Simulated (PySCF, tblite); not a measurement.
**Ge₄H₁₀O, a small molecule taken as a stand-in for a surface group: NMR shifts, core binding energies and electronic excitations**

Wanted: the NMR shifts, core binding energies and electronic excitations for `[OH][Ge]([GeH3])([GeH3])[GeH3]`.

Programs: tblite 0.8.0 and PySCF 2.14.0. All values are calculated, for the isolated system unless a continuum is named. Atoms count from 0, parts from 1.

## 1. The system as given

15 atoms, charge 0, multiplicity 1; geometry: distance geometry start.

## 2. Geometry optimisation with GFN2-xTB

What the job is given:

```
{"job": {"kind": "relax", "xc": "GFN2-xTB", "basis": "xTB"}, "charge": 0, "multiplicity": 1}
Ge     0.570502    -1.074006    -0.311574
Ge     1.035682    -1.933791     1.862012
Ge    -1.763026    -0.459090    -0.447510
Ge     1.936700     0.890448    -0.695157
O      0.955660    -2.364891    -1.564408
H     -0.214633    -2.521763     2.476248
H      1.509504    -0.814413     2.805756
H      2.101776    -2.993609     1.803027
H     -2.580428    -1.739201    -0.521279
H     -2.155589     0.323314     0.803735
H     -1.975626     0.397595    -1.662533
H      1.055955     2.040171    -1.103361
H      2.921940     0.570800    -1.788732
H      2.653559     1.237036     0.571456
H      0.360970    -3.117098    -1.781734
```

Method: GFN2-xTB geometry optimisation, gas phase.

Run with:

```sh
$ OMP_NUM_THREADS=1 python cluster_run.py task.json out
```

One launch serves the whole session: the jobs run in the order shown.

Log:

```text
step      E/eV     max force
  0    -459.73755    1.278
  1    -459.78758    0.684
  2    -459.85114    1.006
  3    -459.89128    0.568
  4    -459.91774    0.423
  5    -459.94639    0.408
  6    -459.96054    0.309
  7    -459.97162    0.308
  8    -459.98487    0.281
  9    -459.99860    0.389
 10    -460.01039    0.367
 11    -460.01880    0.232
 12    -460.02351    0.148
 13    -460.02616    0.160
 14    -460.02823    0.150
 15    -460.03012    0.121
 16    -460.03189    0.098
 17    -460.03331    0.090
 18    -460.03432    0.082
 19    -460.03519    0.076
 20    -460.03614    0.079
 21    -460.03716    0.099
 22    -460.03819    0.104
 23    -460.03927    0.089
 24    -460.04054    0.110
 25    -460.04199    0.116
 26    -460.04327    0.113
 27    -460.04428    0.113
 28    -460.04534    0.108
 29    -460.04689    0.166
 30    -460.04924    0.216
 31    -460.05203    0.196
 32    -460.05434    0.114
 33    -460.05562    0.077
 34    -460.05630    0.057
 35    -460.05716    0.077
 36    -460.05842    0.112
 37    -460.05984    0.086
 38    -460.06079    0.152
 39    -460.06128    0.055
 40    -460.06160    0.037
 41    -460.06178    0.021
 42    -460.06189    0.019
 43    -460.06202    0.025
 44    -460.06216    0.034
 45    -460.06237    0.044
 46    -460.06264    0.044
 47    -460.06295    0.031
 48    -460.06321    0.031
 49    -460.06339    0.033
 50    -460.06352    0.027
 51    -460.06361    0.031
 52    -460.06369    0.031
 53    -460.06377    0.030
 54    -460.06386    0.027
 55    -460.06394    0.019
 56    -460.06398    0.010
 57    -460.06399    0.009
 58    -460.06401    0.011
 59    -460.06403    0.016
 60    -460.06408    0.021
 61    -460.06416    0.022
 62    -460.06422    0.014
 63    -460.06425    0.008
 64    -460.06426    0.007
```

Wall time 1.4 s (1 thread of Intel Xeon 6975P-C, shared host).

The steps of the relaxation:

```csv
step,energy from step 0 (eV),largest force (eV/Å)
0,0.0000,1.2779
2,-0.1136,1.0059
4,-0.1802,0.4237
6,-0.2230,0.3087
8,-0.2473,0.2812
10,-0.2728,0.3667
12,-0.2860,0.1481
14,-0.2907,0.1495
16,-0.2943,0.0980
18,-0.2968,0.0814
20,-0.2986,0.0795
22,-0.3006,0.1044
24,-0.3030,0.1101
26,-0.3057,0.1122
28,-0.3078,0.1074
30,-0.3117,0.2158
32,-0.3168,0.1149
34,-0.3188,0.0573
36,-0.3209,0.1125
38,-0.3232,0.1520
40,-0.3240,0.0368
42,-0.3243,0.0187
44,-0.3246,0.0342
46,-0.3251,0.0443
48,-0.3257,0.0310
50,-0.3260,0.0271
52,-0.3261,0.0309
54,-0.3263,0.0269
56,-0.3264,0.0105
58,-0.3265,0.0116
60,-0.3265,0.0213
62,-0.3267,0.0137
64,-0.3267,0.0066
```

Distances of close pairs at the start and the end, largest changes first:

```csv
bond,before (Å),after (Å),change (Å)
Ge0–Ge1,2.383,2.442,+0.059
Ge0–O4,1.840,1.784,-0.056
Ge1–H6,1.539,1.504,-0.035
O4–H14,0.983,0.956,-0.028
Ge0–Ge2,2.417,2.442,+0.025
Ge2–H9,1.527,1.504,-0.023
Ge0–Ge3,2.423,2.412,-0.011
Ge2–H8,1.521,1.510,-0.011
```

## 3. Relaxing the molecule at PBE0-D3(BJ)/def2-SVP

What the job is given:

```
{"job": {"xc": "PBE0", "basis": "def2-SVP", "d3": "d3bj", "grid": 2, "kind": "geom", "shake": 0.01}, "charge": 0, "multiplicity": 1}
Ge     0.125803    -0.182353    -0.228592
Ge     0.608319    -1.251776     1.890107
Ge    -2.300352     0.291133    -0.503122
Ge     1.612025     1.659977    -0.831094
O      0.537884    -1.324450    -1.525921
H     -0.584287    -1.902925     2.532699
H      1.153271    -0.337063     2.964521
H      1.647466    -2.346236     1.780452
H     -3.115083    -0.952536    -0.617432
H     -2.914871     1.028537     0.663928
H     -2.647222     1.105400    -1.699191
H      0.861222     2.891559    -1.294864
H      2.520434     1.322072    -1.924185
H      2.400961     2.143273     0.333943
H      0.083503    -2.169982    -1.526580
```

Log:

```text
step   0  E = -8387.04333461  max force = 0.023224
step   1  E = -8387.05484721  max force = 0.007585
step   2  E = -8387.05549214  max force = 0.001996
step   3  E = -8387.05555684  max force = 0.000758
step   4  E = -8387.05566032  max force = 0.001219
step   5  E = -8387.05572237  max force = 0.001577
step   6  E = -8387.05582497  max force = 0.001616
step   7  E = -8387.05591620  max force = 0.001066
step   8  E = -8387.05606142  max force = 0.001113
step   9  E = -8387.05624181  max force = 0.001972
step  10  E = -8387.05648568  max force = 0.002312
step  11  E = -8387.05664869  max force = 0.001640
step  12  E = -8387.05670921  max force = 0.000512
step  13  E = -8387.05673599  max force = 0.000543
step  14  E = -8387.05677969  max force = 0.001017
step  15  E = -8387.05685267  max force = 0.001518
step  16  E = -8387.05696115  max force = 0.001739
step  17  E = -8387.05707276  max force = 0.001279
step  18  E = -8387.05717719  max force = 0.000671
step  19  E = -8387.05726524  max force = 0.001005
step  20  E = -8387.05731031  max force = 0.000800
step  21  E = -8387.05734032  max force = 0.000390
step  22  E = -8387.05735576  max force = 0.000316
step  23  E = -8387.05737009  max force = 0.000339
optimisation converged
```

Wall time 8.5 min (1 thread of Intel Xeon 6975P-C, shared host); peak memory 1.3 GiB.

The steps of the relaxation:

```csv
step,energy from step 0 (eV),largest force component (eV/Å)
0,0.0000,1.1942
1,-0.3133,0.3900
2,-0.3308,0.1026
3,-0.3326,0.0390
4,-0.3354,0.0627
5,-0.3371,0.0811
6,-0.3399,0.0831
7,-0.3424,0.0548
8,-0.3463,0.0572
9,-0.3512,0.1014
10,-0.3579,0.1189
11,-0.3623,0.0843
12,-0.3639,0.0263
13,-0.3647,0.0279
14,-0.3659,0.0523
15,-0.3678,0.0781
16,-0.3708,0.0894
17,-0.3738,0.0658
18,-0.3767,0.0345
19,-0.3791,0.0517
20,-0.3803,0.0411
21,-0.3811,0.0201
22,-0.3815,0.0162
23,-0.3819,0.0174
```

Close pairs (by a distance rule), those that changed most:

```csv
bond,before (Å),after (Å),change (Å)
Ge3–H12,1.461,1.539,+0.078
Ge3–H13,1.488,1.541,+0.053
Ge2–H10,1.488,1.540,+0.052
Ge2–H8,1.491,1.542,+0.051
Ge0–Ge2,2.487,2.437,-0.050
Ge1–H5,1.503,1.543,+0.040
Ge2–H9,1.511,1.542,+0.031
Ge1–H6,1.513,1.541,+0.028
```

The next job starts from the end point, and lists it.

```csv
at the end point,value
"rotational constants (GHz, main isotopes)","0.661, 0.652, 0.394"
dipole moment (D),1.05
```

## 4. Shielding tensors: PBE0/pcSseg-1

What the job is given:

```
{"job": {"kind": "nmr", "xc": "PBE0", "basis": "pcSseg-1"}, "charge": 0, "multiplicity": 1}
Ge     0.068511    -0.244653    -0.320876
Ge     0.667655    -1.308451     1.788904
Ge    -2.254433     0.491509    -0.281685
Ge     1.583763     1.557746    -0.898947
O      0.297993    -1.427267    -1.661859
H     -0.137004    -2.613579     1.960632
H      0.343845    -0.374749     2.970943
H      2.167632    -1.656968     1.820489
H     -3.199254    -0.718573    -0.135223
H     -2.487371     1.439451     0.911491
H     -2.612443     1.233575    -1.583167
H      1.173110     2.183865    -2.243296
H      3.022990     1.022458    -1.001681
H      1.534520     2.639050     0.197527
H     -0.182232    -2.248309    -1.507788
```

Method: GIAO PBE0/pcSseg-1 NMR shielding, non-relativistic, gas phase.

Log:

```text
coarse grid: 59568 points
cycle   1  E = -8387.0282294672  dE = -2.593e+00  |g| = 1.789e+00  |ddm| = 3.799e+00
cycle   2  E = -8386.5408378747  dE =  4.874e-01  |g| = 2.264e+00  |ddm| = 2.470e+00
cycle   3  E = -8387.1991516026  dE = -6.583e-01  |g| = 5.848e-01  |ddm| = 2.192e+00
cycle   4  E = -8387.2636030823  dE = -6.445e-02  |g| = 1.078e-01  |ddm| = 4.633e-01
cycle   5  E = -8387.2646592971  dE = -1.056e-03  |g| = 2.256e-02  |ddm| = 8.513e-02
cycle   6  E = -8387.2647518824  dE = -9.259e-05  |g| = 6.235e-03  |ddm| = 3.569e-02
cycle   7  E = -8387.2647646515  dE = -1.277e-05  |g| = 2.071e-03  |ddm| = 1.099e-02
cycle   8  E = -8387.2647652932  dE = -6.417e-07  |g| = 5.522e-04  |ddm| = 1.841e-03
final grid: 117080 points
cycle   9  E = -8387.2647101236  dE = -5.974e-08  |g| = 6.426e-04  |ddm| = 2.087e-03
cycle  10  E = -8387.2647100513  dE =  7.235e-08  |g| = 9.006e-04  |ddm| = 1.088e-03
cycle  11  E = -8387.2647101789  dE = -1.277e-07  |g| = 1.489e-04  |ddm| = 7.255e-04
cycle  12  E = -8387.2647101821  dE = -3.227e-09  |g| = 9.467e-06  |ddm| = 1.082e-04
cycle  13  E = -8387.2647101822  dE = -2.183e-11  |g| = 5.880e-06  |ddm| = 1.663e-05
converged SCF energy = -8387.2647101822

GIAO shielding tensors (ppm)
atom      isotropic    diamagn.    paramagn.     s11        s22        s33       span
  0 Ge    1300.139    2756.226   -1456.088   1125.293   1150.356   1624.767    499.474
  1 Ge    1644.587    2757.638   -1113.051   1618.645   1634.926   1680.189     61.544
  2 Ge    1644.533    2757.611   -1113.077   1616.585   1636.800   1680.215     63.631
  3 Ge    1638.768    2756.484   -1117.716   1607.551   1635.560   1673.192     65.641
  4 O      334.899     391.971     -57.072    269.210    333.867    401.620    132.409
  5 H       27.492      29.096      -1.604     20.841     22.888     38.747     17.906
  6 H       27.616      29.060      -1.444     21.101     22.956     38.791     17.690
  7 H       27.381      28.802      -1.422     20.440     22.866     38.836     18.395
  8 H       27.468      29.036      -1.568     20.770     22.882     38.751     17.981
  9 H       27.646      29.072      -1.425     21.161     23.001     38.776     17.615
 10 H       27.370      28.771      -1.401     20.456     22.841     38.812     18.356
 11 H       27.254      28.287      -1.033     20.358     22.658     38.746     18.388
 12 H       27.263      28.284      -1.022     20.403     22.605     38.781     18.378
 13 H       27.672      28.633      -0.961     21.221     23.032     38.761     17.540
 14 H       32.170      33.149      -0.979     21.675     28.497     46.337     24.662
```

Run time: 39 s. Hardware: 1 thread of Intel Xeon 6975P-C, shared host; peak memory 1.3 GiB.

Shifts follow as δ = σ(reference) − σ, with reference shieldings (ppm) from runs at the same level and on the same kind of geometry: ¹H TMS 31.27, ¹⁷O H2O 334.6, ⁷³Ge GeMe4 1330. The references are single molecules in the gas phase, so shifts against H2O, NH3, PH3, H3PO4 or CFCl3 are not on the usual liquid scales and can be off by tens of ppm.

```csv
atoms,environment,σ (ppm),δ (ppm)
H11,hydrogen on a germanium bonded to Ge,27.25,4.01
H12,hydrogen on a germanium bonded to Ge,27.26,4.00
H10,hydrogen on a germanium bonded to Ge,27.37,3.90
H7,hydrogen on a germanium bonded to Ge,27.38,3.89
H8,hydrogen on a germanium bonded to Ge,27.47,3.80
H5,hydrogen on a germanium bonded to Ge,27.49,3.77
H6,hydrogen on a germanium bonded to Ge,27.62,3.65
H9,hydrogen on a germanium bonded to Ge,27.65,3.62
H13,hydrogen on a germanium bonded to Ge,27.67,3.60
H14,hydrogen on an oxygen bonded to Ge,32.17,-0.90
Ge0,"germanium bonded to 3 Ge, O",1300,30
Ge3,"germanium bonded to Ge, 3 H",1639,-308
Ge2,"germanium bonded to Ge, 3 H",1645,-314
Ge1,"germanium bonded to Ge, 3 H",1645,-314
O4,"oxygen bonded to Ge, H",334.9,-0.3
```

The run also stored atomic charges by several schemes (e):

```csv
atoms,Mulliken,IAO,Hirshfeld,ESP fit
Ge0,0.28,0.42,0.20,0.31
Ge1,-0.02,0.17,0.19,0.01
Ge2,-0.02,0.17,0.19,0.02
Ge3,0.03,0.20,0.20,0.11
O4,-0.63,-0.74,-0.34,-0.63
```

Mayer bond orders: Ge0–Ge1 0.87, Ge0–Ge2 0.87, Ge0–Ge3 0.90, Ge0–O4 0.85.

## 5. Core-electron binding energies: SCAN, X2C

The job, as its differences from that of step 4:

```diff
@@ -1,2 +1,2 @@
-{"job": {"kind": "nmr", "xc": "PBE0", "basis": "pcSseg-1"}, "charge": 0, "multiplicity": 1}
+{"job": {"kind": "xps", "holes": 5}, "charge": 0, "multiplicity": 1}
 Ge     0.068511    -0.244653    -0.320876
```

Level: delta-SCF UKS SCAN, pcX-2 on the ionised atom, pcseg-1 elsewhere, spin-free X2C.

Log:

```text
ground state, core basis on atom 4 (O), 203 functions
  cycle   1  E = -8457.03139154  |g| = 8.77e-01
  cycle   2  E = -8455.86097068  |g| = 2.41e+00
  cycle   3  E = -8457.16073293  |g| = 1.59e-01
  cycle   4  E = -8457.16677007  |g| = 9.26e-02
  cycle   5  E = -8457.16997103  |g| = 2.47e-02
  cycle   6  E = -8457.17016065  |g| = 7.32e-03
  cycle   7  E = -8457.17016598  |g| = 2.48e-03
  cycle   8  E = -8457.17015853  |g| = 4.25e-04
  E(ground) = -8457.69469428 Eh
hole in O 1s of atom 4
  cycle   1  E = -8436.56895953  |g| = 2.23e+00
  cycle   2  E = -8435.68075608  |g| = 2.35e+00
  cycle   3  E = -8437.28394199  |g| = 5.04e-01
  cycle   4  E = -8437.35078120  |g| = 2.87e-01
  cycle   5  E = -8437.41239117  |g| = 6.36e-02
  cycle   6  E = -8437.41438035  |g| = 1.94e-02
  cycle   7  E = -8437.41465580  |g| = 6.04e-03
  cycle   8  E = -8437.41468269  |g| = 1.15e-03
  cycle   9  E = -8437.41468891  |g| = 5.04e-04
  cycle  10  E = -8437.41468829  |g| = 1.69e-04
  E(ion) = -8437.94134468 Eh   <S^2> = 0.7633   hole on atom = 1.000   binding energy = 537.516 eV
```

Wall time 8.1 s (1 thread of Intel Xeon 6975P-C, shared host); peak memory 0.58 GiB.

The holes in one table. −ε is the ground-state orbital energy:

```csv
hole,stands for,environment,ΔSCF (eV),−ε (eV),⟨S²⟩
O1s on O4,O4,"oxygen bonded to Ge, H",537.52,516.6,0.763
```

## 6. Ultraviolet spectrum: CAM-B3LYP/def2-SVPD

The job, as its differences from that of step 5:

```diff
@@ -1,2 +1,2 @@
-{"job": {"kind": "xps", "holes": 5}, "charge": 0, "multiplicity": 1}
+{"job": {"kind": "uv", "xc": "CAM-B3LYP", "basis": "def2-SVPD", "nstates": 6, "ntriplets": 2, "ip": true}, "charge": 0, "multiplicity": 1}
 Ge     0.068511    -0.244653    -0.320876
```

Method: TDDFT CAM-B3LYP/def2-SVPD, vertical, gas phase, core orbitals frozen in the response.

Log:

```text
coarse grid: 59568 points
cycle   1  E = -8388.4838267718  dE = -2.411e+00  |g| = 1.003e+00  |ddm| = 4.301e+00
cycle   2  E = -8388.3057021101  dE =  1.781e-01  |g| = 1.400e+00  |ddm| = 2.340e+00
cycle   3  E = -8388.6300444812  dE = -3.243e-01  |g| = 1.849e-01  |ddm| = 1.471e+00
cycle   4  E = -8388.6355503706  dE = -5.506e-03  |g| = 3.940e-02  |ddm| = 2.096e-01
cycle   5  E = -8388.6357899041  dE = -2.395e-04  |g| = 4.453e-03  |ddm| = 5.818e-02
cycle   6  E = -8388.6357970024  dE = -7.098e-06  |g| = 1.210e-03  |ddm| = 1.361e-02
final grid: 117080 points
cycle   7  E = -8388.6357269071  dE = -3.740e-07  |g| = 1.091e-03  |ddm| = 6.161e-03
cycle   8  E = -8388.6357269072  dE = -2.910e-11  |g| = 1.227e-03  |ddm| = 3.667e-03
cycle   9  E = -8388.6357271368  dE = -2.296e-07  |g| = 1.221e-04  |ddm| = 1.676e-03
cycle  10  E = -8388.6357271405  dE = -3.727e-09  |g| = 4.344e-05  |ddm| = 1.920e-04
cycle  11  E = -8388.6357271409  dE = -4.129e-10  |g| = 1.408e-05  |ddm| = 9.048e-05
converged SCF energy = -8388.6357271409

Static polarisability (au): isotropic 143.102, principal 118.839 154.799 155.667

Singlet excitations
state   eV       nm        f      main configurations
  1   5.4711    226.6   0.00034   H->L 0.94
  2   5.9261    209.2   0.02821   H-1->L 0.93
  3   6.3575    195.0   0.00223   H->L+2 0.72, H-1->L+3 0.08
  4   6.3970    193.8   0.44407   H->L+1 0.88
  5   6.5763    188.5   0.00248   H->L+4 0.81, H-1->L+3 0.09
  6   6.6403    186.7   0.02318   H->L+3 0.78

Triplet excitations (Tamm-Dancoff, eV): 5.0546 5.3796
Vertical ionisation energy (delta-SCF) = 9.1440 eV
```

Run time: 2.5 min. Hardware: 1 thread of Intel Xeon 6975P-C, shared host; peak memory 1.5 GiB.

The orbitals next to the gap, with their largest atomic shares:

```csv
orbital,eV,atoms
HOMO−3,-10.89,"O4 34 %, Ge1 12 %, Ge2 11 %"
HOMO−2,-10.83,"O4 36 %, Ge2 11 %, Ge3 8 %"
HOMO−1,-8.87,"Ge0 28 %, Ge3 25 %, Ge1 12 %"
HOMO,-8.57,"Ge0 24 %, Ge2 21 %, O4 18 %"
LUMO,0.15,"Ge0 26 %, O4 15 %, Ge1 13 %"
LUMO+1,0.31,"Ge1 19 %, Ge2 18 %, Ge3 12 %"
LUMO+2,0.69,"Ge3 18 %, Ge1 16 %, Ge2 16 %"
```

With each of the 6 states as a Gaussian band of 0.4 eV half-width at 1/e, the curve within the window shown has maxima at 194 nm (ε 19,000) L/(mol cm). Beyond the last state computed it falls off for lack of states. The curve at chosen wavelengths:

(nm, ε (L/mol/cm)): (179, 3433), (182, 6557), (185, 10625), (188, 14790), (191, 17904), (194, 19085), (197, 18137), (200, 15567), (203, 12235), (206, 8939), (209, 6168), (212, 4087), (215, 2640), (218, 1681), (221, 1061), (224, 664), (227, 411), (230, 250), (233, 150), (236, 88), (239, 51), (242, 29), (245, 17), (248, 9), (251, 5), (254, 3)

Ground-state properties from the same run:

```csv
property,computed
dipole moment (D),1.24
polarisability (Å³),21.21
HOMO–LUMO gap (eV),8.72
−ε(HOMO) (eV),8.57
```

## 7. Results

| quantity | value |
| --- | --- |
| rotational constants (main isotopes) | 0.66, 0.65, 0.39 GHz |
| ¹H shifts against TMS (PBE0/pcSseg-1) | 4.01, 4.00, 3.90, 3.89, 3.80, 3.77, 3.65, 3.62, 3.60, -0.90 ppm |
| ⁷³Ge shifts against GeMe4 (PBE0/pcSseg-1) | 30, -308, -314, -314 ppm |
| ¹⁷O shifts against H2O (PBE0/pcSseg-1) | -0.3 ppm |
| O1s binding energies, SCAN/pcX-2 | O4 537.52 eV |
| lowest singlet (CAM-B3LYP/def2-SVPD) | 5.47 eV (227 nm), f = 0.000 |
| brightest single state of those computed | state 4, 6.40 eV, f = 0.444 |
| lowest triplet | 5.05 eV |
| vertical ionisation energy (ΔSCF) | 9.14 eV |

The optimisation took 23 steps and gained 0.382 eV; among the close pairs (by a distance rule), Ge3–H12 changed most, from 1.461 to 1.539 Å (PBE0/def2-SVP). At PBE0/pcSseg-1: The widest tensor belongs to Ge0: span 499 ppm, with a paramagnetic part of -1456 ppm. The lowest singlet, at 5.47 eV, is HOMO→LUMO 0.94 and is dark; of the 6 states computed, the strongest absorption comes from state 4 at 6.40 eV. The lowest triplet lies 0.42 eV below the lowest singlet (triplets in Tamm-Dancoff, singlets in full TDDFT). The orbital energy would give 8.57 eV for ionisation, ΔSCF gives 9.14 eV. Spin-orbit coupling is left out, which matters for shieldings and couplings at and beside the heavy atoms. A capped cluster stands for the solid here, so long-range fields and strain are missing, and bands or shifts of the capping hydrogens have no counterpart in it.
